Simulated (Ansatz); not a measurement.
## NbCr3 and its elements: a formation energy from the elements, step by step

Computed with Ansatz's Python interface.

Run as a notebook:

**Cell 1**
```python
from collections import Counter
from dataclasses import dataclass
import warnings

import ansatz as az
from ase import Atoms
import numpy as np
```

**Cell 2**
```python
@dataclass
class RunConfig:
    functional: str = "LDA"
    k_spacing: float = 0.3
    smearing: str = "fermi_dirac"
    smearing_width: float = 0.05
```

**Cell 3**
```python
cfg = RunConfig()
```

**Cell 4**
```python
POLARISED = {"NbCr3", "Cr"}
```

**Cell 5**
```python
def ground_state(name, crystal):
    calc = (
        crystal.calculation()
        .functional(cfg.functional)
        .basis(16 * az.Ha)
        .kpoints(spacing=cfg.k_spacing)
        .occupations(cfg.smearing, width=cfg.smearing_width)
        .stress()
    )
    if name in POLARISED:
        calc = calc.spin("collinear")
    calc = calc.relax(force_tolerance=0.01, max_steps=40, cell=True)
    return calc.run(threads=1)
```

**Cell 6**
```python
def counts(outcome):
    return Counter(site.symbol for site in outcome.lattice.sites)
```

**Cell 7**
```python
def formation_energy(outcome, mu):
    n = counts(outcome)
    return (outcome.report["energy_sigma0_ev"] - sum(k * mu[element] for element, k in n.items())) / sum(n.values())
```

**Cell 8**
```python
def volume_per_atom(outcome):
    return abs(np.linalg.det(outcome.lattice.cell_ang)) / len(outcome.lattice.sites)
```

**Cell 9**
```python
warnings.simplefilter("ignore", az.DeckWarning)
```

**Cell 10**
```python
phases = {}
nbcr3 = (
    az.Lattice.fcc(5.964294)
    .space_group(225)
    .atom("Nb", (0.0, 0.0, 0.0))
    .atom("Cr", (0.25, 0.25, 0.75))
    .atom("Cr", (0.5, 0.0, 0.0))
    .primitive()
    .moments(Cr=3.0)
)
phases["NbCr3"] = nbcr3
atoms = Atoms(
    ["Nb"],
    scaled_positions=[
        (0.0, 0.0, 0.0),
    ],
    cell=[
        (-1.66395, 1.66395, 1.66395),
        (1.66395, -1.66395, 1.66395),
        (1.66395, 1.66395, -1.66395),
    ],
    pbc=True,
)
nb = az.Crystal.from_ase(atoms)
phases["Nb"] = nb
cr = (
    az.Lattice.bcc(2.8839)
    .space_group(229)
    .atom("Cr", (0.0, 0.0, 0.0))
    .primitive()
    .moments(Cr=3.0)
)
phases["Cr"] = cr
```

**Cell 11**
```python
done = {}
for name, crystal in phases.items():
    done[name] = ground_state(name, crystal)
    print(f"{name}: {done[name].report['energy_sigma0_ev']:.4f} eV, {len(done[name].lattice.sites)} atoms")

# energy of one atom in its reference phase
references = {"Nb": "Nb", "Cr": "Cr"}
mu = {element: done[name].report["energy_sigma0_ev"] / len(done[name].lattice.sites) for element, name in references.items()}
```
Output:
```text
RunWarning: the starting moments were not kept: the SCF closed with an absolute magnetisation of 1.4e-5 μB, where they sum to 9 μB in size (3 sites). That is at most 0.1 of that sum. Measured as dr2_m measures the in/out step, that magnetisation stands 5.9e-11 eV from none, at or under the dr2_threshold of 1.0e-7 eV: [...]
NbCr3: -14411.4443 eV, 4 atoms
Nb: -4442.6100 eV, 1 atoms
Cr: -3323.0531 eV, 1 atoms
```

**Cell 12**
```python
target = done["NbCr3"]
heat = formation_energy(target, mu)
n = counts(target)
print("cell content:", dict(n), " volume", round(volume_per_atom(target), 3), "A^3/atom")
print("formation energy", round(heat, 4), "eV/atom,", round(heat * sum(n.values()), 4), "eV per cell")
print("bound against the elements" if heat < 0 else "unbound against the elements")
```
Output:
```text
cell content: {<Element.NB: 'Nb'>: 1, <Element.CR: 'Cr'>: 3}  volume 12.382 A^3/atom
formation energy 0.0812 eV/atom, 0.325 eV per cell
unbound against the elements
```

Notes:
- Absolute energies stand on the zero of these potentials, so only differences at equal settings mean something.
- The SCF didn't keep the moments it started from (some shrank, vanished or turned); what is printed is the state reached.
- For the metals among these phases the mesh is modest: differences between phases can be off by up to 40 meV an atom.
- The cells come from databases of deposited and of computed structures, and not all need be stable phases.
- Warnings are shown shortened and without file and line.
- The compound is the structure given, not necessarily its lowest; energies are at zero temperature, with no correction for gases. Magnetic phases start from parallel moments and may not end in their lowest magnetic state. A semilocal functional's error on such energies is often 0.05 to 0.1 eV an atom, and 0.1 to 0.3 eV against gases such as O2 or F2.
- The script silences the warnings on its input, which a real study should read.
- The whole script took 31 s on 1 thread of Intel(R) Xeon(R) Platinum 8375C CPU @ 2.90GHz (Ice Lake) (shared host), peak memory 0.49 GiB.

(Lines on the test bed's own set-up are left out of the output.)
